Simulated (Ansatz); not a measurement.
# BGeH5: the cost of one run

Program: Ansatz 0.2.0, Gaussian basis. Level of theory: cc-pVTZ, core rule «outside noble gas», up to 15 orbitals frozen. These are calculated values, not measurements.

To be run: UHF; CCSD(T) on ROHF; CCSD(T) on UHF; BCCD(T) on ROHF; CCSDT(Q) on ROHF; CCSDT(Q) on UHF.

4 further runs of the same task are left out: 4 set aside as unsound or not needed.

### Step 1. The system

The geometry is a PBE0/def2-TZVP stationary point (not a proven minimum) of the parent state, kept for this charge and spin. No spin-orbit coupling is included. The filled d shell of Ge may be among the frozen orbitals whatever the setting's name suggests; the logs give the count.

7 atoms, charge 0, spin multiplicity 5.

Atoms are counted from 1 here; the program's logs count them from 0.

Bond lengths: Ge1–B2 2.205 Å, Ge1–H3 1.535 Å, Ge1–H4 1.535 Å, Ge1–H5 1.537 Å, B2–H6 1.202 Å, B2–H7 1.202 Å. Angles: B2–Ge1–H3 104.9°, B2–Ge1–H4 104.9°, B2–Ge1–H5 109.6°, H3–Ge1–H4 113.2°, H3–Ge1–H5 111.8°, H4–Ge1–H5 111.8°, Ge1–B2–H6 91.6°, Ge1–B2–H7 91.6°, H6–B2–H7 131.7°.

As a file:

```xyz
7
BGeH5
Ge   -0.0092    0.0000    0.3056
B     0.1338    0.0000   -1.8952
H     0.7100   -1.2821    0.7492
H     0.7100    1.2821    0.7492
H    -1.4876    0.0000    0.7272
H    -0.3540   -1.0970   -1.9610
H    -0.3540    1.0970   -1.9610
```

### Step 2. UHF

Contents of in.yaml:

```yaml
crystal:
  periodic: [false, false, false]
  atoms:
    - {symbol: Ge, position_ang: [-0.009150, 0.000000, 0.305594]}
    - {symbol: B, position_ang: [0.133797, 0.000000, -1.895159]}
    - {symbol: H, position_ang: [0.709968, -1.282092, 0.749236]}
    - {symbol: H, position_ang: [0.709968, 1.282092, 0.749236]}
    - {symbol: H, position_ang: [-1.487565, 0.000000, 0.727212]}
    - {symbol: H, position_ang: [-0.354021, -1.096997, -1.961000]}
    - {symbol: H, position_ang: [-0.354021, 1.096997, -1.961000]}
basis:
  gaussian: {orbitals: cc-pVTZ}
magnetization: {spin_polarized: true, initial_magnetization: 4}
hamiltonian: {xc: hf}
output: {orbitals: {seedname: orbitals}}
```

Command:

```sh
$ ansatz run in.yaml --threads 1 --pin off --events-out ev --progress --plain --max-ram 4096MiB --backend cpu
```

What time and memory should one allow on 1 thread of AMD EPYC 7R13, shared host?

About 23 s, with a peak of 0.44 GiB.
